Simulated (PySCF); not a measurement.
# C4H3BF2O: the cost of one run

Programs: PySCF 2.14.0, with density-fitted response routines of our own. Each step states its level of theory. These are calculated values for one molecule in the gas phase, unless marked as measured. Atoms count from 0, in the outputs and in this text.

## 1. The starting structure

11 atoms, charge 0, multiplicity 1; geometry from: GFN2-xTB. The atoms were then displaced at random by about 0.01 Å, so the start is not that level's minimum.

Bonds of the start (Å): C0–C1 1.31, C1–C2 1.34, C2–C3 1.45, C3–O4 1.20, C2–B5 1.55, B5–F6 1.32, B5–F7 1.30, C0–H8 1.08, C0–H9 1.06, C3–H10 1.14.

## 2. Optimising the geometry at PBE0-D3(BJ)/def2-SVP

The job: settings as JSON, then the geometry in Å.

```
{"job": {"xc": "PBE0", "basis": "def2-SVP", "d3": "d3bj", "grid": 1, "shake": 0.01, "kind": "geom"}, "charge": 0, "multiplicity": 1}
C      2.122260    -0.479100     0.513590
C      0.875820    -0.192810     0.209450
C     -0.399990     0.054380    -0.107480
C     -1.219930    -1.078240    -0.487240
O     -0.920310    -2.238150    -0.558620
B     -0.966140     1.499290    -0.071700
F     -0.236620     2.549370     0.258880
F     -2.202390     1.762160    -0.376540
H      2.401460    -0.678730     1.537170
H      2.877750    -0.458280    -0.225350
H     -2.293800    -0.765720    -0.707820
```

On the command line:

```console
$ OMP_NUM_THREADS=1 python probes_run.py task.json out
```

One launch serves the whole session: the jobs run in the order shown.

Q: Estimate the wall time and peak memory of this first job on 1 thread of Arm Neoverse V1, shared host.

About 93 s, with a peak of 0.52 GiB.
